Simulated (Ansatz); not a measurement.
# AlH4NF2 (built from SMILES N.[F][AlH][F]): a reaction path by the nudged elastic band

Aim: the minimum-energy path between two given structures and its highest point. Both ends were relaxed at PBE0-D4 in triple zeta.

Computed with Ansatz 0.2.0, Gaussian basis. Level: PBE0-D4/def2-SVP.

### 1 The system as given

The first end: 8 atoms, charge 0, spin multiplicity 1.

Atoms are counted from 1 here; the program's logs count them from 0.

Bond lengths: Al1–H2 1.580 Å, Al1–F3 1.668 Å, Al1–F4 1.668 Å, Al1–N6 2.028 Å, H5–N6 1.014 Å, N6–H7 1.016 Å, N6–H8 1.016 Å. Angles: H2–Al1–F3 117.7°, H2–Al1–F4 117.7°, H2–Al1–N6 106.6°, F3–Al1–F4 115.2°, F3–Al1–N6 97.1°, F4–Al1–N6 97.1°, Al1–N6–H5 114.5°, Al1–N6–H7 108.6°, Al1–N6–H8 108.7°, H5–N6–H7 108.3°, H5–N6–H8 108.3°, H7–N6–H8 108.3°.

Geometry (Å):

```
Al   -0.82779   -0.61588   -0.13579
H    -1.79593    0.06266   -1.18385
F     0.03185   -1.95737   -0.63057
F    -1.30208   -0.62572    1.46369
H     0.71519    1.46710   -0.49239
N     0.75675    0.63109    0.08083
H     1.60433    0.12359   -0.15648
H     0.81768    0.91454    1.05456
```

The second end:

```xyz
8
charge 0, multiplicity 1
Al   -0.2239   -0.6339    0.2617
H    -1.5719    0.3959   -1.2628
F    -0.1758   -1.8634   -0.8286
F    -1.5196   -0.5242    1.2676
H    -0.9957    0.8801   -1.2001
N     1.1788    0.3852    0.5100
H     2.0474    0.2885    0.0116
H     1.2607    1.0720    1.2406
```

### 2 The band at PBE0-D4/def2-SVP

neb/in.yaml

```yaml
crystal:
  periodic: [false, false, false]
  atoms:
    - {symbol: Al, position_ang: [-0.827788, -0.615881, -0.135790]}
    - {symbol: H, position_ang: [-1.795933, 0.062661, -1.183851]}
    - {symbol: F, position_ang: [0.031851, -1.957371, -0.630572]}
    - {symbol: F, position_ang: [-1.302079, -0.625723, 1.463691]}
    - {symbol: H, position_ang: [0.715188, 1.467096, -0.492387]}
    - {symbol: N, position_ang: [0.756751, 0.631089, 0.080826]}
    - {symbol: H, position_ang: [1.604332, 0.123585, -0.156482]}
    - {symbol: H, position_ang: [0.817677, 0.914544, 1.054563]}
basis:
  gaussian: {orbitals: def2-SVP}
hamiltonian: {xc: pbe0, dispersion: d4}
neb:
  images: 5
  climbing: true
  max_iterations: 40
  initial_path: idpp
  final_atoms:
    - {symbol: Al, position_ang: [-0.223907, -0.633937, 0.261691]}
    - {symbol: H, position_ang: [-1.571890, 0.395888, -1.262787]}
    - {symbol: F, position_ang: [-0.175837, -1.863442, -0.828592]}
    - {symbol: F, position_ang: [-1.519588, -0.524187, 1.267597]}
    - {symbol: H, position_ang: [-0.995727, 0.880072, -1.200087]}
    - {symbol: N, position_ang: [1.178803, 0.385167, 0.509961]}
    - {symbol: H, position_ang: [2.047443, 0.288456, 0.011645]}
    - {symbol: H, position_ang: [1.260703, 1.071982, 1.240571]}
```

Run with:

```
ansatz run in.yaml --threads 2 --pin off --events-out ev --progress --plain --max-ram 4352MiB
```

Q: Predict the outcome of this session. Wanted: barrier over the separately found saddle, CCSD(T)/def2-TZVPP.

As calculated:

| quantity | value |
| --- | --- |
| PBE0-D4/def2-SVP, 10 iterations | highest 1.518 eV (image 3), last end +0.945 eV |
| barrier over the separately found saddle, CCSD(T)/def2-TZVPP | 1.609 eV |

**Reading.** The highest image lies 1.518 eV above the first end, and it climbed, so it estimates the saddle. The ends are not quite minima at this level (largest force component 0.39 eV/Å), so the heights are unreliable: relaxing the first end would lower it and raise the barrier above it. The highest image is 0.091 eV below the CCSD(T) barrier in triple zeta, which comes from separate runs on the saddle.
